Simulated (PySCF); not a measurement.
# H4HgS (Hg(H)2(H2S)): the cost of one run

The runs use PySCF 2.14.0; PBE, Hg def2-SVP with ECP60, H def2-SVP, S def2-SVP; scalar-relativistic core potentials, no spin–orbit coupling.

2 further runs of the same task are left out: 2 for a known fault of the program. Runs told in other sessions of the task aren't counted.

**1. Starting geometry**

6 atoms, charge 0, spin multiplicity 1.

Bond lengths: Hg1–H2 1.666 Å, Hg1–H3 1.672 Å, S4–H5 1.362 Å, S4–H6 1.362 Å. Angles: H2–Hg1–H3 177.8°, H5–S4–H6 91.3°.

Coordinates:

```xyz
6
charge 0, multiplicity 1
Hg    0.4810    0.7692    0.0000
H     2.0338    0.1646    0.0000
H    -1.0532    1.4342    0.0000
S    -1.1667   -2.2521    0.0000
H    -1.9279   -1.6798    0.9736
H    -1.9279   -1.6798   -0.9736
```

Formal oxidation states: Hg +2. An earlier session relaxed this geometry at PBE, Hg def2-SVP with ECP60, H def2-SVP, S def2-SVP (singlet, point group Cs).

Its energy there is -553.764879 Eh.

**2. Multiplicity 3 at the relaxed geometry**

Contents of run.py (the lines that set the calculation):

```python
mol = gto.M(atom='''
Hg     0.48105     0.76916     0.00000
H      2.03378     0.16457     0.00000
H     -1.05317     1.43415     0.00000
S     -1.16672    -2.25215     0.00000
H     -1.92791    -1.67979     0.97358
H     -1.92791    -1.67979    -0.97358''',
    basis={'Hg': 'def2-SVP', 'H': 'def2-SVP', 'S': 'def2-SVP'},
    ecp={'Hg': 'def2-SVP'},
    charge=0, spin=2)
mf = dft.UKS(mol, xc='PBE')
mf.grids.atom_grid = (50, 194)
mf = mf.density_fit()  # fitting sets: Hg def2-universal-JKFIT, H def2-universal-JKFIT, S def2-universal-JKFIT
mf.conv_tol = 1e-08; mf.max_cycle = 55
mf.kernel(dm0)  # dm0: free metal ions and neutral atoms
```

Command:

```bash
> OMP_NUM_THREADS=2 python run.py
```

**Question.** How long does this run take on 2 threads of Arm Neoverse V1, shared host?

About 19 s.
